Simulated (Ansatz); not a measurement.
# GeP− (singlet): from Hartree-Fock to the top rungs, aug-cc-pVDZ

An exercise on one series of results from a longer session: the logs are not shown, and one member is left open.

Method: aug-cc-pVDZ, core rule «outside noble gas», up to 19 orbitals frozen; program: Ansatz 0.2.0, Gaussian basis.

Plan: UHF; CCSD(T) on RHF; CCSD(T) on UHF; BCCD(T) on RHF; CISD; CCSDT(Q) on RHF; CCSDT(Q) on UHF; CCSDTQ on RHF; CASSCF and MRCISD+Q, 10 electrons in 8 orbitals; CASSCF and NEVPT2, 10 electrons in 8 orbitals.

4 further runs of the same task are left out: 4 set aside as unsound or not needed.

## The system

The geometry is a PBE0/def2-TZVPD stationary point (not a proven minimum). No spin-orbit coupling is included. The filled d shell of Ge may be among the frozen orbitals whatever the setting's name suggests; the logs give the count.

2 atoms, charge -1, spin multiplicity 1.

Atoms are counted from 1 here; the program's logs count them from 0.

Bond lengths: Ge1–P2 2.064 Å.

Coordinates:

| atom | x (Å) | y (Å) | z (Å) |
| --- | --- | --- | --- |
| Ge1 | 0.0000 | 0.0000 | 0.0000 |
| P2 | 0.0000 | 0.0000 | 2.0641 |

The first run:

The input, in.yaml:

```yaml
crystal:
  periodic: [false, false, false]
  atoms:
    - {symbol: Ge, position_ang: [0.000000, 0.000000, 0.000000]}
    - {symbol: P, position_ang: [0.000000, 0.000000, 2.064100]}
basis:
  gaussian: {orbitals: aug-cc-pVDZ}
total_charge: -1
magnetization: {spin_polarized: true, initial_magnetization: 0}
hamiltonian: {xc: hf}
output: {orbitals: {seedname: orbitals}}
```

Launch:

```
> ansatz run in.yaml --threads 1 --pin off --events-out ev --progress --plain --max-ram 4096MiB --backend cpu
```

Steps of the session up to this table: UHF; CCSD(T) on RHF; CCSD(T) on UHF; BCCD(T) on RHF; CISD; CCSDT(Q) on RHF; CCSDT(Q) on UHF; CCSDTQ on RHF; CASSCF and MRCISD+Q, 10 electrons in 8 orbitals; CASSCF and NEVPT2, 10 electrons in 8 orbitals.

One table of the session follows, with a row left open; its other results are not shown here.

```
          method  from RCCSDTQ (meV)
             RHF             +6738.8
             UHF                   ?
            RMP2              +865.9
            CISD             +1098.9
           RCCSD              +475.4
        RCCSD(T)               +58.6
         BCCD(T)               +58.1
          RCCSDT               +45.2
       RCCSDT(Q)                -4.3
         RCCSDTQ                   0
  CASSCF valence             +4653.3
  NEVPT2 valence             +1057.3
  MRCISD valence              +470.3
MRCISD+Q valence               +34.1
```

Q: Estimate the row for UHF from the others.

**Answer.** from RCCSDTQ (meV): +6628.4. In the column «from RCCSDTQ (meV)» it lies between CASSCF valence (+4653.3) and RHF (+6738.8).

To keep in mind: The determinant is far from a pure spin state, so its energy mixes those of several spin states (harmless only where they are near-degenerate, as at dissociation).
